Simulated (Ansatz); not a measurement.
**C₃H₅ClOSi: one species, many methods**

An exercise on one series of results from a longer session: the logs are not shown, and one member is left open.

Computed with Ansatz 0.2.0, Gaussian basis. Level: functionals in def2-TZVPP, the program's frozen cores in correlated methods.

The runs, in order: LDA (SPW92), PBE-D4, revPBE-D4, BLYP-D4, r2SCAN-D4, B97M-V, PBE0-D4, B3LYP-D4, r2SCANh-D4, r2SCAN0-D4, HSE06-D4, BHLYP-D4, CAM-B3LYP-D4, LC-ωPBE, ωB97X-V, ωB97M-V, B2PLYP, PBE-QIDH; CCSD(T)/def2-SVP; CCSD(T)/def2-TZVPP; MP2/def2-QZVPP; extrapolation to the limit; RPA on PBE.

## Structure used throughout

The geometry comes from an earlier relaxation with PBE0-D4 in a triple-zeta def2 set; it is a stationary point, not always the lowest conformer.

SMILES `OC1=C([SiH2]Cl)C1`, 11 atoms, charge 0, spin multiplicity 1.

Atoms are counted from 1 here; the program's logs count them from 0.

Bond lengths: O1–C2 1.320 Å, O1–H7 0.963 Å, C2–C3 1.297 Å, C2–C6 1.458 Å, C3–Si4 1.810 Å, C3–C6 1.554 Å, Si4–Cl5 2.063 Å, Si4–H8 1.481 Å, Si4–H9 1.480 Å, C6–H10 1.091 Å, C6–H11 1.091 Å. Angles: C2–O1–H7 109.0°, O1–C2–C3 146.7°, O1–C2–C6 144.9°, C3–C2–C6 68.4°, C2–C3–Si4 154.9°, C2–C3–C6 60.8°, Si4–C3–C6 144.2°, C3–Si4–Cl5 109.8°, C3–Si4–H8 111.1°, C3–Si4–H9 110.6°, Cl5–Si4–H8 106.4°, Cl5–Si4–H9 108.0°, H8–Si4–H9 110.8°, C2–C6–C3 50.9°, C2–C6–H10 119.9°, C2–C6–H11 120.2°, C3–C6–H10 118.6°, C3–C6–H11 119.0° and more.

Geometry (Å):

```xyz
11
charge 0, multiplicity 1
O    -1.4005   -0.3791    1.9778
C    -0.5584    0.0936    1.0779
C    -0.0604   -0.0339   -0.1123
Si    0.1638   -0.8383   -1.7184
Cl    2.0935   -1.5485   -1.8799
C     0.4298    1.1282    0.7952
H    -1.3591    0.1723    2.7664
H    -0.0206    0.1260   -2.8273
H    -0.7594   -1.9869   -1.8603
H     1.4273    1.0630    1.2331
H     0.1095    2.1467    0.5686
```

Set-up of the first run:

Contents of in.yaml:

```yaml
crystal:
  periodic: [false, false, false]
  atoms:
    - {symbol: O, position_ang: [-1.400493, -0.379139, 1.977833]}
    - {symbol: C, position_ang: [-0.558436, 0.093641, 1.077944]}
    - {symbol: C, position_ang: [-0.060391, -0.033937, -0.112328]}
    - {symbol: Si, position_ang: [0.163773, -0.838333, -1.718432]}
    - {symbol: Cl, position_ang: [2.093513, -1.548510, -1.879870]}
    - {symbol: C, position_ang: [0.429836, 1.128207, 0.795192]}
    - {symbol: H, position_ang: [-1.359095, 0.172278, 2.766410]}
    - {symbol: H, position_ang: [-0.020642, 0.125986, -2.827334]}
    - {symbol: H, position_ang: [-0.759372, -1.986914, -1.860333]}
    - {symbol: H, position_ang: [1.427288, 1.063016, 1.233115]}
    - {symbol: H, position_ang: [0.109519, 2.146704, 0.568603]}
basis:
  gaussian: {orbitals: def2-TZVPP}
hamiltonian: {xc: lda}
output: {orbitals: {seedname: orbitals}}
```

Run with:

```sh
ansatz run in.yaml --threads 4 --pin off --events-out ev --progress --plain --max-ram 10444MiB
```

Steps of the session up to this table: LDA; PBE-D4 (GGA); revPBE-D4 (GGA); BLYP-D4 (GGA); r2SCAN-D4 (meta-GGA); B97M-V (meta-GGA); B3LYP-D4 (hybrid); r2SCANh-D4 (hybrid); r2SCAN0-D4 (hybrid); HSE06-D4 (hybrid); BHLYP-D4 (hybrid); CAM-B3LYP-D4 (range-separated); LC-ωPBE (range-separated); ωB97X-V (range-separated); ωB97M-V (range-separated); B2PLYP (double hybrid); PBE-QIDH (double hybrid).

One table of the session follows, with a row left open; its other results are not shown here.

It belongs to the step «Orbital energies across the functionals». 

```
  functional  HOMO (eV)  gap (eV)
 LDA (SPW92)      -5.98      4.33
      PBE-D4      -5.83      4.44
   revPBE-D4      -5.77      4.48
     BLYP-D4      -5.68      4.45
   r2SCAN-D4      -6.02      4.88
      B97M-V      -6.08      4.97
     PBE0-D4      -6.97      6.49
    B3LYP-D4      -6.76      6.09
  r2SCANh-D4          ?         ?
  r2SCAN0-D4      -7.11      6.78
    HSE06-D4      -6.58      5.72
    BHLYP-D4      -7.99      8.55
CAM-B3LYP-D4      -8.27      8.88
     LC-ωPBE      -9.60     11.33
     ωB97X-V      -9.24     10.90
     ωB97M-V      -9.14     10.62
```

Estimate the missing values for r2SCANh-D4.

Worked estimate for «HOMO (eV)». Against the share of exact exchange, r2SCAN-D4 (0, -6.02), r2SCAN0-D4 (0.25, -7.11) give a slope of -4.36 per unit share; at 0.1 the line stands at -6.46.

As computed: HOMO (eV): -6.45; gap (eV): 5.64. In «HOMO (eV)» the line misses by -0.01.
